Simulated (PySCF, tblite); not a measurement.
# C₆H₁₃ClGeO: geometry, infrared bands and NMR shifts

Aim: predict the infrared bands and NMR shifts of C₆H₁₃ClGeO (`CO[C@H]([GeH2][Cl])C1CCC1`).

Computed with tblite 0.8.0 and PySCF 2.14.0, with density-fitted response routines of our own, on a single molecule in the gas phase. Atoms are numbered from 0 throughout.

## 1. The starting structure

22 atoms, charge 0, multiplicity 1; geometry from: force field or distance geometry start.

Bonds of the start (Å): C0–O1 1.39, O1–C2 1.41, C2–Ge3 1.94, Ge3–Cl4 2.15, C2–C5 1.48, C5–C6 1.54, C6–C7 1.53, C7–C8 1.54, C8–C5 1.54, C0–H9 1.13, C0–H10 1.13, C0–H11 1.09, C2–H12 1.13, Ge3–H13 1.56, Ge3–H14 1.57, C5–H15 1.09, C6–H16 1.12, C6–H17 1.08, C7–H18 1.11, C7–H19 1.09, C8–H20 1.11, C8–H21 1.08.

## 2. Relaxing the molecule with GFN2-xTB

Job settings and geometry (Å):

```
{"job": {"kind": "relax", "xc": "GFN2-xTB", "basis": "xTB"}, "charge": 0, "multiplicity": 1}
C     -2.320900    -1.264600    -0.688300
O     -1.580400    -0.157600    -1.068400
C     -0.785000     0.270600     0.012600
Ge    -1.219900     2.123300     0.406200
Cl    -0.511400     3.397400    -1.176300
C      0.634300     0.091300    -0.381400
C      1.649800     0.530000     0.689600
C      2.540500    -0.569000     0.094400
C      1.204500    -1.311300    -0.097400
H     -3.002700    -0.976900     0.171300
H     -2.942400    -1.625900    -1.556400
H     -1.686700    -2.098500    -0.376800
H     -0.963900    -0.363500     0.924900
H     -2.777500     2.191700     0.475700
H     -0.609600     2.515400     1.794200
H      0.943300     0.431700    -1.374900
H      1.301800     0.249700     1.716700
H      2.016500     1.539200     0.571600
H      2.904800    -0.265700    -0.903900
H      3.229100    -1.060900     0.782300
H      0.814100    -1.610400     0.899900
H      1.151000    -2.016500    -0.916300
```

Command:

```
OMP_NUM_THREADS=1 python probes_run.py task.json out
```

One launch serves the whole session: the jobs run in the order shown.

**Question.** This job is followed by: GFN2-xTB harmonic vibrations, gas phase; GIAO PBE0/pcSseg-1 NMR shielding, non-relativistic, gas phase. What will the session give for the following? strongest single infrared mode (GFN2-xTB); zero-point energy (GFN2-xTB); ¹³C shifts against TMS (PBE0/pcSseg-1); ¹H shifts against TMS (PBE0/pcSseg-1, means over atoms taken as alike); ¹⁷O shifts against H2O (PBE0/pcSseg-1); ⁷³Ge shifts against GeMe4 (PBE0/pcSseg-1); ³⁵Cl shifts against HCl (PBE0/pcSseg-1).

The runs gave:

| quantity | value |
| --- | --- |
| strongest single infrared mode (GFN2-xTB) | 1938 cm⁻¹, 405 km/mol |
| zero-point energy (GFN2-xTB) | 109.0 kcal/mol |
| ¹³C shifts against TMS (PBE0/pcSseg-1) | 92.6, 61.7, 36.7, 33.1, 24.7, 18.2 ppm |
| ¹H shifts against TMS (PBE0/pcSseg-1, means over atoms taken as alike) | 5.49, 4.99, 3.46, 3.39, 2.99, 2.38, 2.28, 2.09, 1.90, 1.87, 1.53 ppm |
| ¹⁷O shifts against H2O (PBE0/pcSseg-1) | 47.0 ppm |
| ⁷³Ge shifts against GeMe4 (PBE0/pcSseg-1) | -37 ppm |
| ³⁵Cl shifts against HCl (PBE0/pcSseg-1) | -121 ppm |

Over 126 steps the energy fell by 1.050 eV; of the close pairs, C2–Ge3 changed most, 1.943 to 2.011 Å. No mode is imaginary among the 60: a minimum at this level. The strongest single mode, at 1938 cm⁻¹, moves mainly H13. Unscaled tight-binding wavenumbers are off by several per cent, some by more. Its intensities can rank the bands wrongly. At PBE0/pcSseg-1: The largest span, 271 ppm, is at Ge3, where the paramagnetic term is -1386 ppm. Spin-orbit coupling is left out, which matters for shieldings and couplings at and beside the heavy atoms.
